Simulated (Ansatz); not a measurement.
# ClH₃HfS₃: up Jacob's ladder to CCSD(T)

An exercise on one series of results from a longer session: the logs are not shown, and one member is left open.

Computed with Ansatz 0.2.0, Gaussian basis. Level: functionals in def2-TZVPP, the program's frozen cores in correlated methods.

The runs, in order: LDA (SPW92), PBE-D4, revPBE-D4, BLYP-D4, r2SCAN-D4, B97M-V, PBE0-D4, B3LYP-D4, r2SCANh-D4, r2SCAN0-D4, HSE06-D4, BHLYP-D4, CAM-B3LYP-D4, LC-ωPBE, ωB97X-V, ωB97M-V, B2PLYP, PBE-QIDH; CCSD(T)/def2-SVP; CCSD(T)/def2-TZVPP; MP2/def2-QZVPP; extrapolation to the limit; RPA on PBE.

## The geometry

An earlier PBE0-D4 in a triple-zeta def2 set relaxation fixed the geometry. Hf takes the def2 core potential; no spin-orbit term is included.

SMILES `[SH][Hf]([SH])([SH])[Cl]`, 8 atoms, charge 0, spin multiplicity 1.

Atoms are counted from 1 here; the program's logs count them from 0.

Bond lengths: S1–Hf2 2.421 Å, S1–H6 1.350 Å, Hf2–S3 2.419 Å, Hf2–S4 2.427 Å, Hf2–Cl5 2.330 Å, S3–H7 1.348 Å, S4–H8 1.348 Å. Angles: Hf2–S1–H6 90.7°, S1–Hf2–S3 105.2°, S1–Hf2–S4 108.4°, S1–Hf2–Cl5 111.6°, S3–Hf2–S4 109.4°, S3–Hf2–Cl5 111.8°, S4–Hf2–Cl5 110.3°, Hf2–S3–H7 89.9°, Hf2–S4–H8 89.7°.

The first run:

Contents of in.yaml:

```yaml
crystal:
  periodic: [false, false, false]
  atoms:
    - {symbol: S, position_ang: [-1.697721, 0.294165, 1.384489]}
    - {symbol: Hf, position_ang: [0.239440, 0.499271, -0.052790]}
    - {symbol: S, position_ang: [2.127158, -0.091814, 1.340296]}
    - {symbol: S, position_ang: [0.030451, -1.115236, -1.852470]}
    - {symbol: Cl, position_ang: [0.444039, 2.653674, -0.916854]}
    - {symbol: H, position_ang: [-2.472877, 0.885120, 0.450568]}
    - {symbol: H, position_ang: [2.175607, -1.305543, 0.755146]}
    - {symbol: H, position_ang: [-0.846097, -1.819637, -1.108365]}
basis:
  gaussian: {orbitals: def2-TZVPP}
hamiltonian: {xc: lda}
output: {orbitals: {seedname: orbitals}}
```

Command:

```console
$ ansatz run in.yaml --threads 4 --pin off --events-out ev --progress --plain --max-ram 10444MiB
```

Steps of the session up to this table: LDA; PBE-D4 (GGA); revPBE-D4 (GGA); BLYP-D4 (GGA); r2SCAN-D4 (meta-GGA); B97M-V (meta-GGA); B3LYP-D4 (hybrid); r2SCANh-D4 (hybrid); r2SCAN0-D4 (hybrid); HSE06-D4 (hybrid); BHLYP-D4 (hybrid); CAM-B3LYP-D4 (range-separated); LC-ωPBE (range-separated); ωB97X-V (range-separated); ωB97M-V (range-separated); B2PLYP (double hybrid); PBE-QIDH (double hybrid).

One table of the session follows, with a row left open; its other results are not shown here.

It belongs to the step «Orbital energies across the functionals». 

| functional | HOMO (eV) | LUMO (eV) | gap (eV) |
| --- | --- | --- | --- |
| LDA (SPW92) | -6.95 | -3.08 | 3.87 |
| PBE-D4 | -6.79 | -2.85 | 3.95 |
| revPBE-D4 | -6.74 | -2.76 | 3.97 |
| BLYP-D4 | -6.60 | -2.69 | 3.91 |
| r2SCAN-D4 | -7.10 | -2.69 | 4.41 |
| B97M-V | -7.15 | -2.64 | 4.51 |
| PBE0-D4 | ? | ? | ? |
| B3LYP-D4 | -7.72 | -2.22 | 5.49 |
| r2SCANh-D4 | -7.54 | -2.40 | 5.14 |
| r2SCAN0-D4 | -8.19 | -1.94 | 6.25 |
| HSE06-D4 | -7.59 | -2.42 | 5.17 |
| BHLYP-D4 | -9.01 | -1.06 | 7.94 |
| CAM-B3LYP-D4 | -9.26 | -0.95 | 8.31 |
| LC-ωPBE | -10.69 | 0.13 | 10.82 |
| ωB97X-V | -10.31 | 0.06 | 10.38 |
| ωB97M-V | -10.13 | -0.02 | 10.11 |

**Question.** Estimate the row for PBE0-D4.

As computed: HOMO (eV): -7.99; LUMO (eV): -2.05; gap (eV): 5.94. In the column «HOMO (eV)» it lies between r2SCAN0-D4 (-8.19) and B3LYP-D4 (-7.72).
